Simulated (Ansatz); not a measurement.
# NaV16: the cost of one run

Program: Ansatz 0.2.0. Level of theory: DFT PBE, plane waves, PAW, scalar-relativistic, no spin polarisation. These are calculated values, not measurements.

## (1) The system as given

The cell holds 17 atoms (NaV16): a = 6.040 Å, b = 6.040 Å, c = 6.040 Å, α = 90.00°, β = 90.00°, γ = 90.00°.

The coordinates stand in the first input below.

## (2) Preparing the start

Input file input.yaml:

```yaml
accuracy: low
crystal:
  lattice:
    - [6.04, 0.0, 0.0]
    - [0.0, 6.04, 0.0]
    - [0.0, 0.0, 6.04]
  atoms:
    - { symbol: V, position: [0.0, 0.0, 0.0] }
    - { symbol: V, position: [0.5, 0.0, 0.0] }
    - { symbol: V, position: [0.0, 0.5, 0.0] }
    - { symbol: V, position: [0.0, 0.0, 0.5] }
    - { symbol: V, position: [0.25, 0.25, 0.25] }
    - { symbol: V, position: [0.5, 0.5, 0.0] }
    - { symbol: V, position: [0.5, 0.0, 0.5] }
    - { symbol: V, position: [0.75, 0.25, 0.25] }
    - { symbol: V, position: [0.0, 0.5, 0.5] }
    - { symbol: V, position: [0.25, 0.75, 0.25] }
    - { symbol: V, position: [0.25, 0.25, 0.75] }
    - { symbol: V, position: [0.5, 0.5, 0.5] }
    - { symbol: V, position: [0.75, 0.75, 0.25] }
    - { symbol: V, position: [0.75, 0.25, 0.75] }
    - { symbol: V, position: [0.25, 0.75, 0.75] }
    - { symbol: V, position: [0.75, 0.75, 0.75] }
    - { symbol: Na, position: [0.4908746, 0.7484628, 0.3684881] }
basis:
  ecutwfc: 420.0
kpoints:
  mp_grid: { grid: [2, 2, 2] }
hamiltonian:
  xc: pbe
scf:
  occupations: { method: fermi_dirac, width: 0.05 }
  lower_state_search: "off"
relax:
  f_tol: 0.08
  max_steps: 25
  adjacent_minimum: "off"
```

The run is started by

```console
$ ansatz run input.yaml --threads 2 --pin off --max-ram 5120MiB --backend cpu --events-out ev --progress --plain --runs-dir out
```

What time and memory should one allow on 2 threads of AMD EPYC 9B45 (Zen 5), shared host?

About 33 s, with a peak of 0.86 GiB.
